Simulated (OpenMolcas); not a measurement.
# W⁵⁺ among point charges: CASSCF and CASPT2 levels and susceptibility

Aim: the splitting of the states of W⁵⁺ in the field of 3 point charges, its lowest levels with spin-orbit coupling and its magnetic susceptibility.

The numbers are computed with OpenMolcas 26.06 (state-averaged CASSCF and CASPT2, spin-orbit coupling by RASSI with atomic mean-field integrals), except any that are marked as measured or tabulated.

**1. The system**

| Property | Result |
| --- | --- |
| Species | W⁵⁺ (tungsten, Z = 74, 69 electrons) |
| Basis | ANO-RCC-VDZP [7s6p4d2f1g], 68 functions |
| Scalar Hamiltonian | DKH2, point nucleus |
| Inactive shells | 1s 2s 2p 3s 3p 3d 4s 4p 4d 4f 5s 5p |
| Active space | 1 electron in 5 orbitals (5d) |
| Some configurations of this space | 5d |
| Orbitals | optimised for each spin and parity, averaged over all roots |

Outer shells as boxes (Hund's rule):

5d
```
5d [↑ ][  ][  ][  ][  ]
```

The ion sits among 3 point charges of -2.5 e arranged as a planar triangle (D3h), 2.26 Å from the ion.

Each step is its own input file, run in one work folder so that later steps find the files of earlier ones. Labels, J, g values, rates, χT and fits are worked out afterwards by a script from the matrices that RASSI stores.

**2. GATEWAY and SEWARD: basis and integrals**

a.inp reads:

```
&GATEWAY
Coord
1

W 0.0 0.0 0.0
Basis=ANO-RCC-VDZP
Group=NoSym
NoMove
AngMom=0.0 0.0 0.0
AMFI
XField
3 Angstrom 0
2.260000 0.000000 0.000000 -2.500000
-1.130000 1.957217 0.000000 -2.500000
-1.130000 -1.957217 0.000000 -2.500000
&SEWARD
```

On the command line:

```
> OMP_NUM_THREADS=1 MOLCAS_MEM=1689 MOLCAS_PROJECT=a pymolcas a.inp > a.log
```

The program printed:

```text
Basis set label: W.ANO-RCC...7S6P4D2F1G.

      Electronic valence basis set:
      ------------------
      Associated Effective Charge  74.000000 au
      Associated Actual Charge     74.000000 au
      Nuclear Model: Point charge

      Shell  nPrim  nBasis  Cartesian Spherical Contaminant
         s      24       7        X
         p      21       6        X
         d      15       4                 X
         f      11       2                 X
         g       4       1                 X
                  Relativistic Douglas-Kroll-Hess integrals:
                    - DKH order of Hamiltonian: 2
                    - DKH order of Properties : 0
                  Atomic mean-field integrals
```

**3. CASSCF: doublets, 5 roots**

a.inp reads:

```
&RASSCF
FileOrb=start.orb
Symmetry=1
Spin=2
nActEl=1 0 0
Inactive=34
Ras2=5
CIRoot=5 5 1
SDav=5
CIMx=300
Iter=120 100
PrWF=0.3
OrbListing=Nothing
MaxOrb=0
>>> COPY $Project.JobIph JOB001
```

start.orb holds the contracted functions of the basis, ordered by shell, or the orbitals of the step before.

The program printed, shortened:

```text
[...]
      Number of active orbitals                  5
[...]
      Spin quantum number                      0.5
[...]
      Active orbitals                            5
[...]
      Number of CSFs                             5
      Number of root(s) required                 5
[...]
      Convergence after  9 iterations
[...]
      Natural orbitals and occupation numbers for root  1
      sym 1:   0.000000  -0.000000   1.000000  -0.000000   0.000000
      Natural orbitals and occupation numbers for root  2
      sym 1:   0.000000  -0.000000   0.000000   1.000000  -0.000000
      Natural orbitals and occupation numbers for root  3
      sym 1:   0.000000   1.000000  -0.000000  -0.000000   0.000000
::    RASSCF root number  1 Total energy: -16131.29269290
::    RASSCF root number  2 Total energy: -16131.27395244
::    RASSCF root number  3 Total energy: -16131.27395243
::    RASSCF root number  4 Total energy: -16131.21146826
::    RASSCF root number  5 Total energy: -16131.21146825
```

**4. State interaction with spin-orbit coupling**

a.inp reads:

```
&RASSI
NrOfJobIphs=1 5
1 2 3 4 5
IphNames
JOB001
EJob
SpinOrbit
DIPRint=1.0
SOCoupling=1000.0
Subsets=2
Property=9
'ANGMOM' 1 'ANGMOM' 2 'ANGMOM' 3 'MLTPL  1' 1 'MLTPL  1' 2 'MLTPL  1' 3
'AMFI' 1 'AMFI' 2 'AMFI' 3
SOProperty=3
'ANGMOM' 1 'ANGMOM' 2 'ANGMOM' 3
```

The program printed, shortened:

```text
SPIN-FREE ENERGIES:
  (Shifted by EMIN (a.u.) =     -16131.2926929039)
 SF State       Relative EMIN(au)   Rel lowest level(eV)    D:o, cm**(-1)      L_eff
     1             0.0000000000        0.0000000000              0.0000         2.0
     2             0.0187404681        0.5099541166           4113.0573         2.0
     3             0.0187404709        0.5099541909           4113.0579         2.0
     4             0.0812246429        2.2102351312          17826.7486         2.0
     5             0.0812246507        2.2102353432          17826.7503         2.0
     Dipole printing threshold changed to   1.00000000E+00
[...]
Eigenvalues of complex Hamiltonian:
   -----------------------------------
  (Shifted by EMIN (a.u.) =     -16131.2926929039)
 SO State       Relative EMIN(au)   Rel lowest level(eV)    D:o, cm**(-1)     J-value
     1            -0.0168668376        0.0000000000              0.0000         1.5
     2            -0.0168668376        0.0000000000              0.0000         1.5
     3             0.0197843856        0.9973305909           8044.0137         1.4
     4             0.0197843856        0.9973305909           8044.0137         1.4
     5             0.0266965484        1.1854201233           9561.0581         2.4
     6             0.0266965484        1.1854201233           9561.0581         2.4
     7             0.0704065509        2.3748298828          19154.2948         1.7
     8             0.0704065509        2.3748298828          19154.2948         1.7
     9             0.0999095854        3.1776483514          25629.4624         1.2
    10             0.0999095854        3.1776483514          25629.4624         1.2
Weights of the five most important spin-orbit-free states for each spin-orbit state.
[...]
```

Time for these steps: 2.5 s (1 thread, shared host).

Spin-free states, with their symmetry labels:

| state | degeneracy | E (cm-1) | free-ion L (%) |
| --- | --- | --- | --- |
| 2A1 | 1 | 0 | D (100) |
| 2E | 2 | 4113 | D (100) |
| 2E | 2 | 17827 | D (100) |

With spin-orbit coupling:

| E (cm-1) | Degeneracy | Label | 2S+1 | g |
| --- | --- | --- | --- | --- |
| 0.0 | 2 | E1/2 | 2 | 1.12 1.12 1.23 |
| 8044 | 2 | E3/2 | 2 | 0.00 0.00 3.69 |
| 9561 | 2 | E1/2 | 2 | 0.77 3.12 3.12 |
| 19154 | 2 | E3/2 | 2 | 0.00 0.00 2.29 |
| 25629 | 2 | E1/2 | 2 | 0.00 0.00 5.98 |

Labels of spin-orbit levels are those of the rotation subgroup (D3 for D3h). Principal g values are given for doublets only; a zero marks a field direction without first-order Zeeman splitting.

Powder χT (cm³ K/mol): 0.13 at 2 K, 0.13 at 5 K, 0.13 at 10 K, 0.13 at 20 K, 0.13 at 50 K, 0.13 at 100 K, 0.13 at 150 K, 0.13 at 200 K, 0.14 at 250 K, 0.14 at 300 K.

Orbitals of the lowest block (energies include the constant potential of the surroundings):

| shell | space | energy (hartree) | mean occupation | ⟨r²⟩ (bohr²) |
| --- | --- | --- | --- | --- |
| 1s | inactive | -2564.0326 | 2.000 | 0.000431 |
| 2s | inactive | -448.3840 | 2.000 | 0.00704 |
| 2p | inactive | -393.7234 | 6.000 | 0.00582 |
| 3s | inactive | -105.8851 | 2.000 | 0.0460 |
| 3p | inactive | -89.2969 | 6.000 | 0.0466 |
| 3d | inactive | -69.4219 | 10.000 | 0.0390 |
| 4s | inactive | -23.3845 | 2.000 | 0.229 |
| 4p | inactive | -17.8152 | 6.000 | 0.259 |
| 4d | inactive | -10.4630 | 10.000 | 0.304 |
| 4f | inactive | -2.2822 | 14.000 | 0.501 |
| 5s | inactive | -3.8361 | 2.000 | 1.30 |
| 5p | inactive | -2.2819 | 6.000 | 1.52 |
| 5d | RAS2 |  | 1.000 | 3.05 |

**5. CASPT2: IPEA 0.25, imaginary shift 0.1 (closed shells correlated: 4f 5s 5p)**

a.inp reads:

```
>>> COPY JOB001 $Project.JobIph
&CASPT2
Multistate=5 1 2 3 4 5
NoMult
Frozen=23
IPEA=0.25
Imaginary=0.1
MaxIter=60
WThr=0.0 0.3 0.05
PrWF=0.5
NoMix
```

The program printed:

```text
Orbital specifications:
      -----------------------

      Symmetry species                           1
                                                 a
      Frozen orbitals                           23
      Inactive orbitals                         11
      Active orbitals                            5
      Secondary orbitals                        29
      Deleted orbitals                           0
      Number of basis functions                 68
Type of calculation                        SS-CASPT2
      Fock operator                              state-specific
      IPEA shift                                 0.25
      Real shift                                 0.00
      Imaginary shift                            0.10
      The input orbitals will be transformed to quasi-canonical
Reference energy:      -16131.2926929039
      E2 (Non-variational):      -0.7247179942
      Shift correction:          -0.0000969964
      E2 (Variational):          -0.7248149906
      Total energy:          -16132.0175078945
      Residual norm:              0.0000000994
      Reference weight:           0.93152
      Contributions to the CASPT2 correlation energy
      Active & Virtual Only:         -0.0000000000
      One Inactive Excited:          -0.0425169744
      Two Inactive Excited:          -0.6822010198
Reference energy:      -16131.2739524357
      E2 (Non-variational):      -0.7243788448
      Shift correction:          -0.0000964912
      E2 (Variational):          -0.7244753360
      Total energy:          -16131.9984277718
      Residual norm:              0.0000001342
      Reference weight:           0.93164
      Contributions to the CASPT2 correlation energy
      Active & Virtual Only:         -0.0000000000
      One Inactive Excited:          -0.0429526981
      Two Inactive Excited:          -0.6814261467
::    CASPT2 Root  1     Total energy: -16132.01750789
::    CASPT2 Root  2     Total energy: -16131.99842777
::    CASPT2 Root  3     Total energy: -16131.99842772
::    CASPT2 Root  4     Total energy: -16131.93695040
::    CASPT2 Root  5     Total energy: -16131.93656801
```

This run took 1.8 s in all on 1 thread, shared host.

SS-CASPT2: lowest energy less the reference's lowest, -0.7248 hartree; reference weights 0.931 to 0.932.

States without spin-orbit coupling:

| state | degeneracy | E (cm-1) | free-ion L (%) |
| --- | --- | --- | --- |
| 2A1 | 1 | 0 | D (100) |
| 2E | 2 | 4188 | D (100) |
| 2E | 2 | 17722 | D (100) |

With spin-orbit coupling:

```json
{"E (cm-1)": "0", "Degeneracy": "2", "Label": "E1/2", "2S+1": "2", "g": "1.11 1.11 1.23"}
{"E (cm-1)": "8060", "Degeneracy": "2", "Label": "E3/2", "2S+1": "2", "g": "0.00 0.00 3.68"}
{"E (cm-1)": "9580", "Degeneracy": "2", "Label": "E1/2", "2S+1": "2", "g": "0.77 3.11 3.11"}
{"E (cm-1)": "19050", "Degeneracy": "2", "Label": "E3/2", "2S+1": "2", "g": "0.00 0.00 2.30"}
{"E (cm-1)": "25500", "Degeneracy": "2", "Label": "E1/2", "2S+1": "2", "g": "0.00 0.00 5.98"}
```

Powder χT (cm³ K/mol): 0.12 at 2 K, 0.12 at 5 K, 0.13 at 10 K, 0.13 at 20 K, 0.13 at 50 K, 0.13 at 100 K, 0.13 at 150 K, 0.13 at 200 K, 0.14 at 250 K, 0.14 at 300 K.

**6. The methods side by side**

A. CASSCF
B. SS-CASPT2, IPEA 0.25, imaginary shift 0.1 (closed shells correlated: 4f 5s 5p)

| method | ground state | first state of that spin (cm-1) | first gap with spin-orbit (cm-1) | χT at 300 K |
| --- | --- | --- | --- | --- |
| A | 2A1 | 2E 4113 | 8044.0 | 0.14 |
| B | 2A1 | 2E 4188 | 8061.6 | 0.14 |

**7. Outcome**

```
                                            quantity                                                                           value
                                              method  SS-CASPT2, IPEA 0.25, imaginary shift 0.1 (closed shells correlated: 4f 5s 5p)
                              spin-free ground state                                                 2A1, 1-fold in its orbital part
first state of the same spin within the active space                                                                 2E at 4190 cm⁻¹
                                        lowest level                                               2-fold E1/2, g = 1.11, 1.11, 1.23
                                          next level                                                                     8061.6 cm⁻¹
                                         χT at 300 K                                                                  0.14 cm³ K/mol
                           effective moment at 300 K                                                                         1.05 μB
```

Cost by method:

| method | time of its own steps | time with the reference |
| --- | --- | --- |
| A. CASSCF | 2.5 s | 2.5 s |
| B. SS-CASPT2, IPEA 0.25, imaginary shift 0.1, +4f 5s 5p | 1.8 s | 4.3 s |

Times are of one thread on a shared host.

**Reading.** The spin-free ground state (2A1) comes to 100 % from free-ion D terms and keeps the highest spin of the shell. χT at 300 K is 0.14, against 0.38 cm³ K/mol for the spin alone, so orbital moment lowers it. CASPT2 does not keep the components of a term degenerate, and the means are used. The field of point charges can differ much from that of real complexes. This is an electrostatic model: the charges have no orbitals.
